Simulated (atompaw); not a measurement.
**Pseudopotential generation for aluminium: PAW (atompaw), PBEsol**

Aim: build the potential from the settings below, then test how well it stands in for the atom: scattering, ghost states and the plane-wave cutoff that it needs.

Program: atompaw 4.2.0.5. Reference atom: PBEsol, scalar-relativistic, spherical and spin-unpolarised. All values are calculated.

## (1) The design

The settings as typed:

```
element                 : aluminium (Al, Z = 13)
type                    : PAW
frozen core             : [He]
valence charge          : 11
reference configuration : 2s2 2p6 3s2 3p1
partial waves           : 2s (bound): rc 0.85 bohr; 3s (bound): rc 1.50 bohr; 2p (bound): rc 0.55 bohr; 3p (bound): rc 1.20 bohr; 3d channel at -0.15 Ry: rc 1.50 bohr
local potential         : troulliermartins scheme with l = 3 at -0.5 Ry, radius 1.40 bohr
core correction         : smooth core density matched at 0.75 bohr
augmentation charge     : besselshape compensation charge, radius 1.20 bohr; PAW radius 1.50 bohr; waves and projectors: custom polynom vanderbiltortho
```

An earlier all-electron run gives the scale for the radii.

All-electron outer shells of the reference configuration (PBEsol, scalar-relativistic, ld1.x):

| shell | level (eV) | outermost node (bohr) | outermost maximum (bohr) |
| --- | --- | --- | --- |
| 1s | -1507.83 | – | 0.08 |
| 2s | -107.85 | 0.16 | 0.50 |
| 2p | -69.54 | – | 0.43 |
| 3s | -7.71 | 0.80 | 2.09 |
| 3p | -2.69 | 0.82 | 2.64 |

## (2) Generation

File Al.input:

```
Al 13
GGA-PBESOL scalarrelativistic loggrid 1500 logderivrange -10 5 376
3 3 0 0 0 0
3 1 1
0 0 0
c
v
v
v
v
2
1.50 1.20 1.40 0.75
n
n
y
-0.15
n
custom polynom vanderbiltortho besselshape
3 -0.5 troulliermartins
0.85
1.50
0.55
1.20
1.50
PWSCFOUT
UPFDX 0.0125d0 UPFXMIN -7.d0 UPFZMESH 13.d0
END
```

Run with:

```console
$ atompaw < Al.input > Al.log
```

Before running it: what results should come out? Wanted: cutoffs for 10 and 1 mRy, occupied levels; bound ghosts; largest phase difference near zero energy, channels read; lowest eigenvalue of the overlap; share of valence orbitals outside the PAW sphere; UPF file.

**Answer**, as computed:

```
                                                quantity                             value
               cutoffs for 10 and 1 mRy, occupied levels            260 Ry and over 300 Ry
                                            bound ghosts                        none found
largest phase difference near zero energy, channels read                         0.004 rad
         lowest eigenvalue of the overlap (Bessel basis)                         0.431 (p)
        share of valence orbitals outside the PAW sphere  2s 1 %, 3s 88 %, 2p 1 %, 3p 95 %
                                                UPF file                           written
```

In words: The potential is very hard: the looser tolerance needs 260 Ry. The tighter tolerance needs over 300 Ry, and converged work needs a cutoff nearer that. The slowest occupied level is 2p: taken alone it needs over 300 Ry to come within 1 mRy, against 70 Ry for 2s. It is free of bound ghosts as far as tested. Near zero energy the phases of the channels with partial waves agree within 0.004 rad.
